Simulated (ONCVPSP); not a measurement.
# Pseudopotential generation for cobalt: ONCV, PBEsol

Task: generate the file, and judge it by its errors in other configurations, its logarithmic derivatives, its ghosts and its cutoff.

Program: ONCVPSP 4.0.1. Reference atom: PBEsol, scalar-relativistic, spherical and spin-unpolarised. All values are calculated.

## (1) The atom and the settings

The settings as typed:

```json
{
 "element": "cobalt (Co, Z = 27)",
 "type": "optimised norm-conserving Vanderbilt (ONCV)",
 "frozen core": "[Ne] 3s2",
 "valence charge": "15",
 "reference configuration": "3p6 3d7 4s2",
 "partial waves": "4s: rc 2.35 bohr, ncon 3, nbas 7, qcut 2.9 1/bohr, 2 projectors, debl 3.5 Ha; 3p: rc 1.00 bohr, ncon 4, nbas 8, qcut 14.9 1/bohr, 1 projector; 3d: rc 1.00 bohr, ncon 4, nbas 9, qcut 17.9 1/bohr, local",
 "local potential": "the d channel",
 "core correction": "polynomial model core, fcfact 0.25"
}
```

An earlier all-electron run gives the scale for the radii.

All-electron outer shells of the reference configuration (PBEsol, scalar-relativistic, ld1.x):

```json
{"shell": "3s", "level (eV)": "-102.14", "outermost node (bohr)": "0.31", "outermost maximum (bohr)": "0.66"}
{"shell": "3p", "level (eV)": "-65.51", "outermost node (bohr)": "0.28", "outermost maximum (bohr)": "0.68"}
{"shell": "3d", "level (eV)": "-8.23", "outermost node (bohr)": "–", "outermost maximum (bohr)": "0.66"}
{"shell": "4s", "level (eV)": "-5.49", "outermost node (bohr)": "0.96", "outermost maximum (bohr)": "2.32"}
{"shell": "4p", "level (eV)": "-1.25", "outermost node (bohr)": "1.05", "outermost maximum (bohr)": "3.21"}
```

## (2) Generation

Contents of Co.dat:

```
# ATOM AND REFERENCE CONFIGURATION
# atsym  z   nc   nv     iexc    psfile
  Co 27.00    4    3  -116133      upf
#
#   n    l    f
    1    0    2.00
    2    0    2.00
    2    1    6.00
    3    0    2.00
    3    1    6.00
    3    2    7.00
    4    0    2.00
#
# PSEUDOPOTENTIAL AND OPTIMIZATION
# lmax
    2
#
#   l,   rc,      ep,       ncon, nbas, qcut
    0    2.35    0.00    3    7    2.90
    1    1.00    0.00    4    8   14.90
    2    1.00    0.00    4    9   17.90
#
# LOCAL POTENTIAL
# lloc, lpopt,  rc(5),   dvloc0
    2    5    1.00    0.00
#
# VANDERBILT-KLEINMAN-BYLANDER PROJECTORs
# l, nproj, debl
    0    2    3.50
    1    1    0.50
    2    0    1.10
#
# MODEL CORE CHARGE
# icmod, fcfact, rcfact
    1    0.25    0.00
#
# LOG DERIVATIVE ANALYSIS
# epsh1, epsh2, depsh
   -4.00    5.00    0.02
#
# OUTPUT GRID
# rlmax, drl
    6.00    0.01
#
# TEST CONFIGURATIONS
# ncnf
    4
# nvcnf
#   n    l    f
    3
    3    1    6.00
    3    2    7.00
    4    0    1.00
#
    3
    3    1    6.00
    3    2    7.00
    4    0    0.00
#
    3
    3    1    6.00
    3    2    6.00
    4    0    0.00
#
    4
    3    1    6.00
    3    2    7.00
    4    0    1.00
    4    1    1.00
#
```

Run with:

```console
$ oncvpsp.x < Co.dat > Co.out
```

**Question.** What will these runs give? Wanted: cutoffs for 1 and 0.1 mHa per electron, occupied waves; bound ghosts; GHOST(+) flags; largest test error; largest phase difference near zero energy, channels read; rms error of d²Exc/dn², without and with the model core.

**Answer**, as computed:

| quantity | value |
| --- | --- |
| cutoffs for 1 and 0.1 mHa per electron, occupied waves | 106 Ha and 122 Ha |
| bound ghosts | s at -244.42 eV |
| GHOST(+) flags | s at 107 eV |
| largest test error (AE − PS) | -57 meV, for 3p6 3d7 4s0 |
| largest phase difference near zero energy, channels read | 0.002 rad |
| rms error of d²Exc/dn², without and with the model core | 4.23 and 0.81 mHa |

In words: It has a bound ghost (s), a state that the atom doesn't have, and that rules the file out. By total energies transferability is fair: the largest error is 57 meV on 25.7 eV, for 3p6 3d7 4s0. It counts as very hard, with 106 Ha needed at the looser tolerance. At the looser tolerance the 3d wave is the slowest; 3p needs 53 Ha. Near zero energy the phases of the channels with partial waves that could be evaluated agree within 0.002 rad. The program also flags highly localised states, GHOST(+) (s). These are tests on the free atom; a crystal test is still owed.
